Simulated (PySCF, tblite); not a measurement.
# C₆H₈N₂OSi: infrared bands, NMR shifts and electronic excitations in gas and solvents, part 2 of 2

tblite 0.8.0 and PySCF 2.14.0. Atoms count from 0.

## (7) Nuclear shieldings: mPW1PW91/pcSseg-1

The job: settings as JSON, then the geometry in Å.

```
{"job": {"kind": "nmr", "xc": "mPW1PW91", "basis": "pcSseg-1", "pop": false}, "charge": 0, "multiplicity": 1}
C      4.276636    -0.285670    -0.493621
C      3.180602     0.228326    -0.375195
Si     1.538087     1.009626    -0.191506
N      0.378185    -0.327719    -0.050845
C      0.583052    -1.697570    -0.066892
N     -0.523011    -2.366203     0.071215
C     -1.528589    -1.433259     0.185445
C     -0.979182    -0.176453     0.111525
O     -1.455426     1.073810     0.159826
C     -2.844128     1.187535     0.337869
H      5.248145    -0.735759    -0.602017
H      1.498846     1.842648     1.038214
H      1.221855     1.829455    -1.389570
H      1.582161    -2.116406    -0.184989
H     -2.572148    -1.714038     0.311667
H     -3.078886     2.258486     0.363862
H     -3.161927     0.719625     1.285705
H     -3.391042     0.712472    -0.494909
```

Level: GIAO mPW1PW91/pcSseg-1 NMR shielding, non-relativistic, gas phase.

The program printed:

```text
coarse grid: 16312 points
cycle   1  E = -707.2950419303  dE =  1.684e+00  |g| = 6.472e-01  |ddm| = 4.046e+00
cycle   2  E = -707.2138719017  dE =  8.117e-02  |g| = 9.057e-01  |ddm| = 1.346e+00
cycle   3  E = -707.3813860204  dE = -1.675e-01  |g| = 1.715e-01  |ddm| = 8.037e-01
cycle   4  E = -707.3869379622  dE = -5.552e-03  |g| = 6.452e-02  |ddm| = 1.627e-01
cycle   5  E = -707.3877201400  dE = -7.822e-04  |g| = 1.956e-02  |ddm| = 5.787e-02
cycle   6  E = -707.3877904474  dE = -7.031e-05  |g| = 7.176e-03  |ddm| = 1.993e-02
cycle   7  E = -707.3878001760  dE = -9.729e-06  |g| = 3.616e-03  |ddm| = 6.932e-03
cycle   8  E = -707.3878033275  dE = -3.151e-06  |g| = 5.925e-04  |ddm| = 2.485e-03
final grid: 155344 points
cycle   9  E = -707.4567233590  dE = -3.382e-05  |g| = 8.123e-03  |ddm| = 3.037e-02
cycle  10  E = -707.4567066728  dE =  1.669e-05  |g| = 1.251e-02  |ddm| = 1.382e-02
cycle  11  E = -707.4567357749  dE = -2.910e-05  |g| = 1.249e-03  |ddm| = 9.082e-03
cycle  12  E = -707.4567361360  dE = -3.611e-07  |g| = 3.320e-04  |ddm| = 1.305e-03
cycle  13  E = -707.4567361529  dE = -1.694e-08  |g| = 1.993e-04  |ddm| = 3.475e-04
cycle  14  E = -707.4567361618  dE = -8.880e-09  |g| = 4.595e-05  |ddm| = 1.449e-04
cycle  15  E = -707.4567361622  dE = -3.765e-10  |g| = 2.337e-05  |ddm| = 4.413e-05
converged SCF energy = -707.4567361622

GIAO shielding tensors (ppm)
atom      isotropic    diamagn.    paramagn.     s11        s22        s33       span
  0 C       75.538     260.447    -184.910    -11.363     -8.162    246.138    257.500
  1 C      102.475     259.338    -156.863      7.230     11.182    289.013    281.784
  2 Si     412.028     880.857    -468.828    392.346    404.925    438.814     46.467
  3 N       95.474     335.238    -239.764     20.071     99.801    166.550    146.479
  4 C       48.736     250.729    -201.992    -35.275     73.919    107.564    142.839
  5 N      -46.604     334.218    -380.822   -276.780   -102.281    239.249    516.029
  6 C       75.683     258.747    -183.064     24.260     69.152    133.636    109.376
  7 C       26.014     251.969    -225.955    -37.404     35.377     80.068    117.472
  8 O      255.404     403.403    -147.999    159.504    298.225    308.484    148.981
  9 C      127.195     242.649    -115.455     98.247    102.099    181.238     82.991
 10 H       28.710      31.736      -3.025     23.635     24.070     38.426     14.790
 11 H       26.258      29.019      -2.761     22.033     25.830     30.910      8.877
 12 H       26.259      28.988      -2.729     22.044     25.808     30.925      8.881
 13 H       24.151      31.109      -6.958     18.801     26.425     27.228      8.426
 14 H       25.017      32.017      -6.999     21.431     25.207     28.414      6.984
 15 H       27.368      27.516      -0.148     22.985     25.616     33.504     10.519
 16 H       27.704      28.180      -0.476     24.613     24.934     33.566      8.952
 17 H       27.691      28.138      -0.448     24.573     24.924     33.576      9.003
```

Run time: 66 s. Hardware: 1 thread of Intel Xeon at 2.70GHz, shared host; peak memory 0.95 GiB.

Key values: δ C7 157.5, C4 134.8, C0 108.0, C6 107.9, H13 7.17, H14 6.30 ppm.

## (8) Nuclear shieldings: PBE0/pcSseg-1 in acetone

Same as in step 7 but for these lines:

```diff
@@ -1,2 +1,2 @@
-{"job": {"kind": "nmr", "xc": "mPW1PW91", "basis": "pcSseg-1", "pop": false}, "charge": 0, "multiplicity": 1}
+{"job": {"kind": "nmr", "xc": "PBE0", "basis": "pcSseg-1", "solvent": "acetone", "pop": true}, "charge": 0, "multiplicity": 1}
 C      4.276636    -0.285670    -0.493621
```

With the program's defaults for keys left out, this is: GIAO PBE0/pcSseg-1 NMR shielding, non-relativistic, IEF-PCM acetone.

The program printed:

```text
coarse grid: 16312 points
cycle   1  E = -706.8125066838  dE =  1.663e+00  |g| = 6.124e-01  |ddm| = 4.046e+00
cycle   2  E = -706.7587209987  dE =  5.379e-02  |g| = 8.103e-01  |ddm| = 1.148e+00
cycle   3  E = -706.8896367813  dE = -1.309e-01  |g| = 1.357e-01  |ddm| = 6.481e-01
cycle   4  E = -706.8929956372  dE = -3.359e-03  |g| = 5.017e-02  |ddm| = 1.174e-01
cycle   5  E = -706.8934786304  dE = -4.830e-04  |g| = 1.401e-02  |ddm| = 4.014e-02
cycle   6  E = -706.8935143568  dE = -3.573e-05  |g| = 4.654e-03  |ddm| = 1.342e-02
cycle   7  E = -706.8935185921  dE = -4.235e-06  |g| = 1.718e-03  |ddm| = 4.368e-03
final grid: 155344 points
cycle   8  E = -706.9606001040  dE = -2.886e-05  |g| = 1.212e-02  |ddm| = 3.263e-02
cycle   9  E = -706.9605604020  dE =  3.970e-05  |g| = 1.880e-02  |ddm| = 2.017e-02
cycle  10  E = -706.9606280275  dE = -6.763e-05  |g| = 2.011e-03  |ddm| = 1.285e-02
cycle  11  E = -706.9606289746  dE = -9.471e-07  |g| = 5.850e-04  |ddm| = 1.671e-03
cycle  12  E = -706.9606290467  dE = -7.218e-08  |g| = 1.783e-04  |ddm| = 4.672e-04
cycle  13  E = -706.9606290540  dE = -7.278e-09  |g| = 3.524e-05  |ddm| = 1.526e-04
cycle  14  E = -706.9606290542  dE = -2.253e-10  |g| = 1.693e-05  |ddm| = 3.929e-05
converged SCF energy = -706.9606290542

GIAO shielding tensors (ppm)
atom      isotropic    diamagn.    paramagn.     s11        s22        s33       span
  0 C       72.249     259.685    -187.436    -16.172    -12.869    245.788    261.960
  1 C      104.374     259.548    -155.174     10.096     14.176    288.850    278.754
  2 Si     412.312     880.807    -468.495    391.373    406.195    439.367     47.993
  3 N       91.007     334.959    -243.952     13.985     90.975    168.061    154.076
  4 C       48.041     250.704    -202.663    -32.302     67.202    109.223    141.525
  5 N      -27.777     337.778    -365.555   -235.104    -91.932    243.706    478.810
  6 C       77.768     259.114    -181.346     28.187     69.911    135.206    107.020
  7 C       25.215     251.136    -225.922    -38.470     33.343     80.772    119.242
  8 O      252.063     403.430    -151.366    151.547    294.173    310.470    158.923
  9 C      127.574     242.871    -115.297     97.992    101.610    183.119     85.126
 10 H       28.111      31.154      -3.043     22.928     23.371     38.032     15.104
 11 H       26.076      28.769      -2.692     21.819     25.651     30.759      8.940
 12 H       26.079      28.741      -2.662     21.831     25.630     30.775      8.944
 13 H       23.932      30.926      -6.994     18.450     26.201     27.145      8.695
 14 H       24.822      31.863      -7.041     21.014     25.423     28.028      7.014
 15 H       27.049      27.101      -0.052     22.644     25.225     33.278     10.633
 16 H       27.465      27.803      -0.339     24.254     24.682     33.459      9.205
 17 H       27.449      27.760      -0.311     24.213     24.670     33.463      9.250
```

It took 70 s on 1 thread of Intel Xeon at 2.70GHz, shared host; peak memory 1.2 GiB.

This run: δ C7 160.2, C4 137.4, C0 113.2, C6 107.7, H13 7.31, H14 6.42 ppm.

## (9) Nuclear shieldings: PBE0/pcSseg-1 in tetrahydrofuran

Same as in step 8 but for these lines:

```diff
@@ -1,2 +1,2 @@
-{"job": {"kind": "nmr", "xc": "PBE0", "basis": "pcSseg-1", "solvent": "acetone", "pop": true}, "charge": 0, "multiplicity": 1}
+{"job": {"kind": "nmr", "xc": "PBE0", "basis": "pcSseg-1", "solvent": "tetrahydrofuran", "pop": false}, "charge": 0, "multiplicity": 1}
 C      4.276636    -0.285670    -0.493621
```

Method: GIAO PBE0/pcSseg-1 NMR shielding, non-relativistic, IEF-PCM tetrahydrofuran.

The program printed:

```text
coarse grid: 16312 points
cycle   1  E = -706.8098066702  dE =  1.665e+00  |g| = 6.147e-01  |ddm| = 4.047e+00
cycle   2  E = -706.7535458401  dE =  5.626e-02  |g| = 8.185e-01  |ddm| = 1.165e+00
cycle   3  E = -706.8875581266  dE = -1.340e-01  |g| = 1.390e-01  |ddm| = 6.611e-01
cycle   4  E = -706.8910955889  dE = -3.537e-03  |g| = 5.161e-02  |ddm| = 1.215e-01
cycle   5  E = -706.8916053617  dE = -5.098e-04  |g| = 1.454e-02  |ddm| = 4.177e-02
cycle   6  E = -706.8916438528  dE = -3.849e-05  |g| = 4.872e-03  |ddm| = 1.405e-02
cycle   7  E = -706.8916484404  dE = -4.588e-06  |g| = 1.938e-03  |ddm| = 4.596e-03
final grid: 155344 points
cycle   8  E = -706.9587396968  dE = -2.817e-05  |g| = 1.220e-02  |ddm| = 3.262e-02
cycle   9  E = -706.9586960307  dE =  4.367e-05  |g| = 1.923e-02  |ddm| = 2.050e-02
cycle  10  E = -706.9587679916  dE = -7.196e-05  |g| = 2.234e-03  |ddm| = 1.322e-02
cycle  11  E = -706.9587691815  dE = -1.190e-06  |g| = 6.184e-04  |ddm| = 1.805e-03
cycle  12  E = -706.9587692624  dE = -8.084e-08  |g| = 1.707e-04  |ddm| = 4.937e-04
cycle  13  E = -706.9587692690  dE = -6.562e-09  |g| = 3.655e-05  |ddm| = 1.521e-04
cycle  14  E = -706.9587692692  dE = -2.328e-10  |g| = 1.786e-05  |ddm| = 4.075e-05
converged SCF energy = -706.9587692692

GIAO shielding tensors (ppm)
atom      isotropic    diamagn.    paramagn.     s11        s22        s33       span
  0 C       72.757     259.855    -187.098    -15.407    -12.117    245.796    261.203
  1 C      104.170     259.512    -155.342      9.775     13.862    288.872    279.096
  2 Si     412.434     880.814    -468.379    391.637    406.116    439.551     47.914
  3 N       91.771     334.977    -243.206     15.003     92.368    167.943    152.941
  4 C       48.296     250.712    -202.416    -32.504     68.303    109.090    141.593
  5 N      -30.137     337.297    -367.434   -240.505    -93.165    243.258    483.763
  6 C       77.654     259.087    -181.433     27.826     70.029    135.108    107.283
  7 C       25.450     251.241    -225.791    -38.146     33.730     80.767    118.913
  8 O      252.623     403.382    -150.759    152.598    294.891    310.381    157.782
  9 C      127.662     242.863    -115.202     98.139    101.800    183.046     84.907
 10 H       28.184      31.218      -3.034     23.015     23.457     38.080     15.065
 11 H       26.089      28.793      -2.704     21.836     25.663     30.768      8.932
 12 H       26.091      28.765      -2.674     21.848     25.642     30.784      8.936
 13 H       23.957      30.950      -6.993     18.491     26.234     27.146      8.654
 14 H       24.847      31.884      -7.037     21.070     25.391     28.079      7.009
 15 H       27.080      27.151      -0.071     22.675     25.265     33.299     10.624
 16 H       27.491      27.851      -0.360     24.297     24.706     33.470      9.173
 17 H       27.476      27.808      -0.332     24.256     24.695     33.476      9.219
```

Run time: 72 s. Hardware: 1 thread of Intel Xeon at 2.70GHz, shared host; peak memory 1.1 GiB.

Key values: δ C7 159.8, C4 137.0, C0 112.5, C6 107.6, H13 7.29, H14 6.40 ppm.

## (10) Side by side: NMR shifts

Shifts (ppm) of some atoms, chosen among heavy atoms and hydrogens apart, means over like atoms, with basis size and wall time:

| run | C4 | C0 | H15 | H10 | N5 | N3 | O8 | functions | time |
| --- | --- | --- | --- | --- | --- | --- | --- | --- | --- |
| PBE0/pcSseg-1 | 134.6 | 108.5 | 3.74 | 2.61 | 310.8 | 169.1 | 78.5 | 217 | 70 s |
| mPW1PW91/pcSseg-1 | 134.8 | 108.0 | 3.73 | 2.61 | 310.8 | 168.7 | 77.9 | 217 | 66 s |
| PBE0/pcSseg-1 in acetone | 137.4 | 113.2 | 3.92 | 3.13 | 296.2 | 177.4 | 90.7 | 217 | 70 s |
| PBE0/pcSseg-1 in tetrahydrofuran | 137.0 | 112.5 | 3.90 | 3.06 | 298.2 | 176.3 | 89.2 | 217 | 72 s |

The continuum's effect on the ground state:

```csv
solvent,ε,polarisation energy (Eh),μ (D)
tetrahydrofuran,7.43,-0.0133,3.72
acetone,20.49,-0.0157,3.84
```

## (11) Outcome

This closing draws on all 2 parts.

| quantity | value |
| --- | --- |
| strongest single infrared mode (GFN2-xTB) | 741 cm⁻¹, 414 km/mol |
| zero-point energy (GFN2-xTB) | 78.8 kcal/mol |
| point group | Cs |
| rotational constants (main isotopes) | 2.21, 0.77, 0.58 GHz |
| 13C shifts against TMS (PBE0/pcSseg-1) | 157.4, 134.6, 108.5, 107.7, 81.5, 56.3 ppm |
| 1H shifts against TMS (PBE0/pcSseg-1, means over atoms taken as alike) | 7.16, 6.31, 5.10, 3.74, 2.61 ppm |
| 29Si shifts against TMS (PBE0/pcSseg-1) | -61.3 ppm |
| 15N shifts against NH3 (PBE0/pcSseg-1) | 310.8, 169.1 ppm |
| 17O shifts against H2O (PBE0/pcSseg-1) | 78.5 ppm |
| lowest singlet (PBE0/def2-SVPD) | 4.50 eV (276 nm), f = 0.000 |
| brightest single state of those computed | state 5, 5.93 eV, f = 0.146 |
| lowest triplet | 4.17 eV |
| vertical ionisation energy (ΔSCF) | 7.93 eV |
| range of the shift of N5 (PBE0/pcSseg-1 runs) | 296.2 to 310.8 ppm |

**Reading.** Over 69 steps the energy fell by 0.509 eV; of the close pairs, C4–N5 changed most, 1.342 to 1.293 Å (GFN2-xTB). All 48 modes are real, so the xTB geometry is a minimum. The strongest single mode, at 741 cm⁻¹, has its largest shares on Si2, H11 and H12 (the list is cut at 3 atoms). Unscaled tight-binding wavenumbers are off by several per cent, some by more. Its intensities can rank the bands wrongly. Over 8 steps the energy fell by 0.285 eV; of the close pairs, C0–H10 changed most, 1.016 to 1.076 Å (PBE0/def2-SVP). At PBE0/pcSseg-1: Shielding is most anisotropic at N5 (span 515 ppm, paramagnetic term -380 ppm). NICS(1)zz of -25 ppm above the planar ring from N3 marks a diatropic (aromatic) ring current. The lowest singlet, at 4.50 eV, is HOMO→LUMO 0.99 and is dark; of the 10 states computed, the strongest absorption comes from state 5 at 5.93 eV. The lowest triplet lies 0.33 eV below the lowest singlet (triplets in Tamm-Dancoff, singlets in full TDDFT). ΔSCF puts the ionisation energy at 7.93 eV, 1.86 eV above −ε(HOMO). At one level, PBE0/pcSseg-1: Across the 3 runs the shift of N5 moves most, between 296.2 (PBE0/pcSseg-1 in acetone) and 310.8 ppm (PBE0/pcSseg-1). The continuum holds electrostatics alone: no hydrogen bonds to the solvent, and the gas-phase geometry is kept.
